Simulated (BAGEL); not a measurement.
# BSiH4OF (SMILES FBO[SiH3]): HF/STO-3G (density fitting with qzvpp-jkfit)

What is the vertical singlet–triplet gap of BSiH4OF at HF/STO-3G (density fitting with qzvpp-jkfit)? 

The calculation is run with BAGEL 1.2.2.

7 further runs of the same task are left out: 4 that didn't finish, 3 set aside as unsound or not needed.

## (1) Starting point

BSiH4OF: 8 atoms, total charge 0, spin state singlet. SMILES: `FBO[SiH3]`. The shape is that of a PBE0-D4/def2-TZVP optimisation. This is one conformer, not always the lowest.

Bond lengths: F1–B2 1.324 Å, B2–O3 1.342 Å, O3–Si4 1.655 Å, B2–H5 1.198 Å, Si4–H6 1.481 Å, Si4–H7 1.485 Å, Si4–H8 1.481 Å. Angles: F1–B2–O3 118.3°, B2–O3–Si4 134.0°, F1–B2–H5 118.6°, O3–B2–H5 123.1°, O3–Si4–H6 108.0°, O3–Si4–H7 110.1°, O3–Si4–H8 108.0°, H6–Si4–H7 110.3°, H6–Si4–H8 110.2°, H7–Si4–H8 110.3°.

## (2) The energy at HF/STO-3G (density fitting with qzvpp-jkfit)

Input file hf.json:

```json
{ "bagel": [

{
  "title": "molecule",
  "basis": "sto-3g",
  "df_basis": "qzvpp-jkfit",
  "angstrom": true,
  "geometry": [
    { "atom": "F", "xyz": [      -1.599400,      -1.699200,       1.426100 ] },
    { "atom": "B", "xyz": [      -0.685400,      -0.787600,       1.133000 ] },
    { "atom": "O", "xyz": [      -0.487500,      -0.477100,      -0.157600 ] },
    { "atom": "Si", "xyz": [       0.521000,       0.572800,      -0.945400 ] },
    { "atom": "H", "xyz": [      -0.075300,      -0.278500,       2.029800 ] },
    { "atom": "H", "xyz": [      -0.317100,       1.531000,      -1.702400 ] },
    { "atom": "H", "xyz": [       1.370700,       1.295700,       0.034600 ] },
    { "atom": "H", "xyz": [       1.365000,      -0.214300,      -1.873700 ] }
  ]
},

{
  "title": "hf"
},

{
  "title": "print",
  "file": "orbitals.molden",
  "orbitals": true
}

]}
```

Run with:

```bash
$ BAGEL_NUM_THREADS=1 BAGEL hf.json > hf.out
```

Output:

```text
* using 1 threads per process

  ===============================================================
  ===============================================================

  *** Geometry ***

  { "atom" : "F", "xyz" : [     -3.022428,     -3.211023,      2.694938 ] },
  { "atom" : "B", "xyz" : [     -1.295218,     -1.488348,      2.141060 ] },
  { "atom" : "O", "xyz" : [     -0.921241,     -0.901588,     -0.297821 ] },
  { "atom" : "Si", "xyz" : [      0.984547,      1.082435,     -1.786547 ] },
  { "atom" : "H", "xyz" : [     -0.142296,     -0.526289,      3.835766 ] },
  { "atom" : "H", "xyz" : [     -0.599232,      2.893171,     -3.217070 ] },
  { "atom" : "H", "xyz" : [      2.590248,      2.448518,      0.065385 ] },
  { "atom" : "H", "xyz" : [      2.579476,     -0.404968,     -3.540780 ] },

  Number of auxiliary basis functions:      429

  Since a DF basis is specified, we compute 2- and 3-index integrals:
    o Being stored without compression. Storage requirement is 0.003 GB

  Number of basis functions:       28
  Number of electrons      :       40

    * METHOD: MOLECULE                             0.12

  *** RHF ***

  === Nuclear Repulsion ===
   151.7843657703

      * DIIS with orbital gradients will be used.

  === RHF iteration (sto-3g) ===
      0       -484.23512660          0.01839627           0.02
      1       -484.31309748          0.00529385           0.02
      2       -484.31902507          0.00106417           0.02
      3       -484.31938197          0.00025868           0.02
      4       -484.31940263          0.00004662           0.01
      5       -484.31940374          0.00001258           0.01
      6       -484.31940382          0.00000273           0.02
      7       -484.31940382          0.00000071           0.01
      8       -484.31940382          0.00000014           0.01
      9       -484.31940382          0.00000005           0.01
     10       -484.31940382          0.00000001           0.01
     11       -484.31940382          0.00000000           0.01
    * SCF iteration converged.

    * Permanent dipole moment:
           (   -0.495450,    -0.513129,     0.365447) a.u.

    * METHOD: HF                                   0.25

    * METHOD: PRINT                                0.00

  ===============================================================
```

Run time: 0.54 s. Hardware: 1 thread of Arm Neoverse V2, shared host; peak memory 0.081 GiB.

## (3) The triplet, same level

Input file input.json:

```json
{ "bagel": [

{
  "title": "molecule",
  "basis": "sto-3g",
  "df_basis": "qzvpp-jkfit",
  "angstrom": true,
  "geometry": [
    { "atom": "F", "xyz": [   -1.599400,   -1.699200,    1.426100 ] },
    { "atom": "B", "xyz": [   -0.685400,   -0.787600,    1.133000 ] },
    { "atom": "O", "xyz": [   -0.487500,   -0.477100,   -0.157600 ] },
    { "atom": "Si", "xyz": [    0.521000,    0.572800,   -0.945400 ] },
    { "atom": "H", "xyz": [   -0.075300,   -0.278500,    2.029800 ] },
    { "atom": "H", "xyz": [   -0.317100,    1.531000,   -1.702400 ] },
    { "atom": "H", "xyz": [    1.370700,    1.295700,    0.034600 ] },
    { "atom": "H", "xyz": [    1.365000,   -0.214300,   -1.873700 ] }
  ]
},
{
  "title": "uhf",
  "nopen": 2
},
{
  "title": "print",
  "file": "orbitals.molden",
  "orbitals": true
}

]}
```

Run with:

```bash
$ BAGEL_NUM_THREADS=1 BAGEL input.json > input.out
```

Output:

```text
* using 1 threads per process

  ===============================================================
  ===============================================================

  *** Geometry ***

  { "atom" : "F", "xyz" : [     -3.022428,     -3.211023,      2.694938 ] },
  { "atom" : "B", "xyz" : [     -1.295218,     -1.488348,      2.141060 ] },
  { "atom" : "O", "xyz" : [     -0.921241,     -0.901588,     -0.297821 ] },
  { "atom" : "Si", "xyz" : [      0.984547,      1.082435,     -1.786547 ] },
  { "atom" : "H", "xyz" : [     -0.142296,     -0.526289,      3.835766 ] },
  { "atom" : "H", "xyz" : [     -0.599232,      2.893171,     -3.217070 ] },
  { "atom" : "H", "xyz" : [      2.590248,      2.448518,      0.065385 ] },
  { "atom" : "H", "xyz" : [      2.579476,     -0.404968,     -3.540780 ] },

  Number of auxiliary basis functions:      429

  Since a DF basis is specified, we compute 2- and 3-index integrals:
    o Being stored without compression. Storage requirement is 0.003 GB

  Number of basis functions:       28
  Number of electrons      :       40

    * METHOD: MOLECULE                             0.12

  *** Open-shell HF ***

  === Nuclear Repulsion ===
   151.7843657703

      * DIIS with orbital gradients will be used.

  === UHF iteration (sto-3g) ===
      0       -483.85725567          0.03494281           0.03
      1       -484.00383877          0.01337583           0.03
      2       -484.02823594          0.00587824           0.03
      3       -484.03489820          0.00359452           0.03
      4       -484.03865969          0.00167753           0.03
      5       -484.03995462          0.00107613           0.03
      6       -484.04070704          0.00038808           0.03
      7       -484.04078088          0.00024055           0.03
      8       -484.04081853          0.00011106           0.03
      9       -484.04082394          0.00003015           0.03
     10       -484.04082483          0.00001165           0.03
     11       -484.04082515          0.00000639           0.03
     12       -484.04082523          0.00000299           0.03
     13       -484.04082524          0.00000160           0.03
     14       -484.04082524          0.00000146           0.03
     15       -484.04082524          0.00000146           0.03
     16       -484.04082524          0.00000146           0.03
     17       -484.04082524          0.00000145           0.03
     18       -484.04082524          0.00000144           0.03
     19       -484.04082524          0.00000143           0.03
     20       -484.04082524          0.00000140           0.03
     21       -484.04082523          0.00000126           0.03
     22       -484.04082520          0.00000076           0.03
     23       -484.04082520          0.00000049           0.03
     24       -484.04082520          0.00000029           0.03
     25       -484.04082520          0.00000014           0.03
     26       -484.04082520          0.00000007           0.03
     27       -484.04082520          0.00000002           0.03
     28       -484.04082520          0.00000002           0.03
     29       -484.04082520          0.00000002           0.03
     30       -484.04082520          0.00000002           0.03
     31       -484.04082520          0.00000002           0.03
     32       -484.04082520          0.00000002           0.03
     33       -484.04082520          0.00000002           0.03
     34       -484.04082520          0.00000002           0.03
     35       -484.04082520          0.00000001           0.03
     36       -484.04082520          0.00000001           0.03
     37       -484.04082520          0.00000001           0.03
    * SCF iteration converged.

    * S^2 (UHF) is 2.0077

    * Permanent dipole moment:
           (   -1.044070,    -1.180771,     1.840455) a.u.

    * METHOD: UHF                                  1.26

    * METHOD: PRINT                                0.00

  ===============================================================
```

It took 1.6 s on 1 thread of Arm Neoverse V2, shared host; peak memory 0.081 GiB.

## (4) Results

At HF/STO-3G (density fitting with qzvpp-jkfit):

```
                                        quantity          value
                           singlet: total energy  -484.31940 Eh
                          singlet: dipole moment         2.04 D
                            singlet: HOMO energy       -9.67 eV
                            singlet: LUMO energy        9.45 eV
                          singlet: HOMO–LUMO gap       19.12 eV
                           triplet: total energy  -484.04083 Eh
                          triplet: dipole moment         6.16 D
                                   triplet: ⟨S²⟩          2.008
vertical energy of the triplet above the singlet       7.581 eV
```

What this shows: At this shape the triplet lies 7.58 eV (731 kJ/mol) above the singlet. In a minimal basis such a difference can be off by several eV, whatever the method.
